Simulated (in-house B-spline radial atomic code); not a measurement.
# Cd⁴⁴⁺: a two-valence-electron spectrum

Which levels has Cd⁴⁴⁺, how pure are their terms, and how much do the corrections beyond plain CI move them?

The numbers are computed with an in-house B-spline radial atomic code, version 1 (configuration interaction of two valence electrons in the frozen-core Dirac-Hartree-Fock potential, then with screened core-valence correlation, Breit and QED (CI+MBPT), no-pair Dirac, B-spline basis), except any that are marked as measured or tabulated.

## Step 1: Starting point

```
element : cadmium (Z = 48)
charge  : +44
core    : 1s2
nucleus : mass number 114, rms radius 4.609 fm
```

## Step 2: The run, and its levels

Input settings, with the grid that the program derived:

```ini
basis_form = 3
Z = 48
core_configuration = 1s2
rms_radius = 4.6087
mass_number = 114
speed_of_light = 137.035999084
box_radius = 1.957
lmax = 6
intervals = 56
virtual_cutoff = 4608.0
```

Launch:

```console
$ python run_mb.py task.json out
```

The settings stand in task.json.

After this run come: Transitions.

What does the calculation give? Wanted: ground level; ionisation energy; first excited level; strongest line from the ground level; largest CI block.

The runs gave:

```
                            quantity                                                              value
                        ground level                                                            2s2 1S0
                   ionisation energy                                     7417.2 eV (plain CI 7425.6 eV)
                 first excited level                                              2s2p 3P°0 at 89.13 eV
strongest line from the ground level                                   2s2p 1P°1, 0.2896 nm, gf = 0.267
                    largest CI block                                                               2746
    semi-empirical ionisation energy  7414.0 ± 7 eV (NIST Atomic Spectra Database, ionization energies)
```

**Reading.** The ground level is 2s2 1S0; the corrections beyond plain CI change the ionisation energy by -8.4 eV, to 7417.2 eV. The lowest 12 levels have a mean term purity of 0.86, so spin-orbit coupling mixes the terms. The spin-changing line from 2s2p 3P°1 has a rate of 1.43e+09 1/s, against 7.08e+13 1/s for the strongest allowed line to the ground level; rates also scale with the cube of the energy, so the ratio isn't the spin rule alone. The semi-empirical ionisation energy is 7414.0 ± 7 eV, so the final value is off by +0.044 %, within the tabulated uncertainty.
